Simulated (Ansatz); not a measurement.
This script makes relaxations under a series of pressures of CdInS₂, space group P-3m1 with Ansatz 0.2.0, Python API.

`cdins2.py`:
```python
"""Volume and enthalpy of CdInS2 against pressure."""

import ansatz as az
import numpy as np
import pandas as pd

def edges_and_angles(cell):
    cell = np.asarray(cell)
    a, b, c = np.linalg.norm(cell, axis=1)
    cosines = cell[1] @ cell[2] / (b * c), cell[0] @ cell[2] / (a * c), cell[0] @ cell[1] / (a * b)
    return (a, b, c, *np.degrees(np.arccos(cosines)))

system = (
    az.Lattice.of((3.869496, 0.0, 0.0), (-1.934748, 3.351082, 0.0), (0.0, 0.0, 6.810529))
    .atom("Cd", (0.0, 0.0, 0.0))
    .atom("In", (0.0, 0.0, 0.5))
    .atom("S", (2 / 3, 1 / 3, 0.755049))
    .atom("S", (1 / 3, 2 / 3, 0.244951))
)

job = (
    system.calculation()
    .functional("pbe")
    .pseudopotentials("paw")
    .kpoints(mesh=(6, 6, 3))
    .occupations(az.OccupationsMethod.FERMI_DIRAC, width=0.15)
)

# H = F + PV, with 1 GPa A^3 = 1/160.21766 eV
rows = []
for pressure in [-2, 0, 2, 5, 10]:
    result = job.relax(cell=True, pressure=pressure).run(threads=1)
    cell = result.lattice.cell_ang
    n_atoms = len(result.lattice.sites)
    volume = abs(np.linalg.det(cell)) / n_atoms
    enthalpy = result.report["free_energy_ev"] / n_atoms + pressure * volume / 160.21766
    rows.append((pressure, volume, enthalpy, *edges_and_angles(cell)))
    print(f"{pressure} GPa done: {volume:.4f} A^3/atom")

table = pd.DataFrame(rows, columns=["P_GPa", "V_A3_atom", "H_eV_atom", "a", "b", "c", "alpha", "beta", "gamma"])
print(table.round(4).to_string(index=False))
p, v = np.array([row[0] for row in rows], float), np.array([row[1] for row in rows])
print("mean bulk modulus between rows (GPa):", np.round(-np.diff(p) / np.diff(np.log(v)), 1))
```

Its results, one of them left out:

| P (GPa) | relaxed V (Å³/atom) |
| --- | --- |
| -2 | 22.968 |
| 0 | 22.140 |
| 2 | ? |
| 5 | 20.590 |
| 10 | 19.480 |

What volume does the cell relax to at 2 GPa?

Murnaghan's form V = V0 (1 + B' P / B0)^(-1/B') through the 4 rows shown gives V0 = 22.140 Å³, B0 = 58.8 GPa and B' = 4.24, and so 21.448 Å³ an atom at 2 GPa. The run gave 21.446 Å³, 0.01 % away.

What to keep in mind:
- At a fixed pressure a relaxation lowers the enthalpy F + PV, while F alone can rise.
- The mesh is modest for a metal, so energies can be off by several to tens of meV an atom and pressures by half a GPa or more; differences at equal mesh fare better.
- The structure comes from a database of computed cells and needn't be a stable or known phase.
- Symmetry holds the cell in this phase, whether or not it is the stable one at each pressure.
- Wall time of the script: 110 s on 1 thread of Arm Neoverse N1, on a shared host, peak memory 0.51 GiB.
